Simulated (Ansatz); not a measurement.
# AlF2H3Si: the cost of one run

Method: PBE0-D4/def2-TZVP structures, single points in def2-TZVPP, no counterpoise correction; program: Ansatz 0.2.0, Gaussian basis.

Levels: SPW92, PBE-D4, BLYP-D4, r2SCAN-D4, B97M-V, PBE0-D4, B3LYP-D4, r2SCAN0-D4, BHLYP-D4, CAM-B3LYP-D4, wB97X-V, wB97M-V, B2PLYP, PBE-QIDH, RPA on PBE, Hartree-Fock, MP2, CCSD, CCSD(T).

Correlated methods freeze the cores. B3LYP uses VWN-RPA correlation. B2PLYP carries no dispersion term here.

94 further runs of the same task are left out: 94 set aside as unsound or not needed.

### Step 1. The system as given

The complex: 9 atoms, charge 0, spin multiplicity 1.

Atoms are counted from 1 here; the program's logs count them from 0.

Bond lengths: Al1–Si2 2.438 Å, Al1–F3 1.650 Å, Al1–F4 1.650 Å, Al1–Cl6 2.608 Å, Si2–H7 1.488 Å, Si2–H8 1.487 Å, Si2–H9 1.502 Å, H5–Cl6 1.288 Å. Angles: Si2–Al1–F3 120.1°, Si2–Al1–F4 120.3°, Si2–Al1–Cl6 95.5°, F3–Al1–F4 116.8°, F3–Al1–Cl6 95.7°, F4–Al1–Cl6 95.6°, Al1–Si2–H7 113.6°, Al1–Si2–H8 113.6°, Al1–Si2–H9 107.7°, H7–Si2–H8 108.7°, H7–Si2–H9 106.3°, H8–Si2–H9 106.3°, Al1–Cl6–H5 92.0°.

Geometry (Å):

```mol
AlClF2H4Si
  3D, bonds by distance, orders not assigned

  9  8  0  0  0  0  0  0  0  0999 V2000
   -1.1738   -0.4240   -0.3493 Al  0  0
    1.1738    0.1130   -0.7322 Si  0  0
   -1.6297   -1.9847   -0.0673 F   0  0
   -2.3567    0.6194   -0.8337 F   0  0
    0.0566    0.6154    2.1206 H   0  0
   -1.1941    0.3104    2.1536 Cl  0  0
    1.3820    1.1964   -1.7300 H   0  0
    1.9977   -1.0618   -1.1242 H   0  0
    1.7442    0.6160    0.5625 H   0  0
  1  2  8  0
  1  3  8  0
  1  4  8  0
  1  6  8  0
  2  7  8  0
  2  8  8  0
  2  9  8  0
  5  6  8  0
M  END
```

Its parts: AlF₂H₃Si holds atoms 1, 2, 3, 4, 7, 8, 9; HCl holds atoms 5, 6. Each part counts its atoms afresh in its own runs.

### Step 2. Relaxing AlF₂H₃Si alone

The input, relax-a/in.yaml:

```yaml
crystal:
  periodic: [false, false, false]
  atoms:
    - {symbol: Al, position_ang: [-1.173800, -0.424032, -0.349259]}
    - {symbol: Si, position_ang: [1.173771, 0.112980, -0.732230]}
    - {symbol: F, position_ang: [-1.629672, -1.984672, -0.067293]}
    - {symbol: F, position_ang: [-2.356719, 0.619397, -0.833733]}
    - {symbol: H, position_ang: [1.381969, 1.196430, -1.729953]}
    - {symbol: H, position_ang: [1.997654, -1.061837, -1.124206]}
    - {symbol: H, position_ang: [1.744243, 0.615986, 0.562479]}
basis:
  gaussian: {orbitals: def2-TZVP}
hamiltonian: {xc: pbe0, dispersion: d4}
relax: {f_tol: 0.005, max_steps: 200}
```

On the command line:

```
ansatz run in.yaml --threads 4 --pin off --events-out ev --progress --plain --max-ram 9574MiB
```

**Question.** How long does this run take on 4 threads of AMD EPYC 7R43, shared host?

About 16 s.
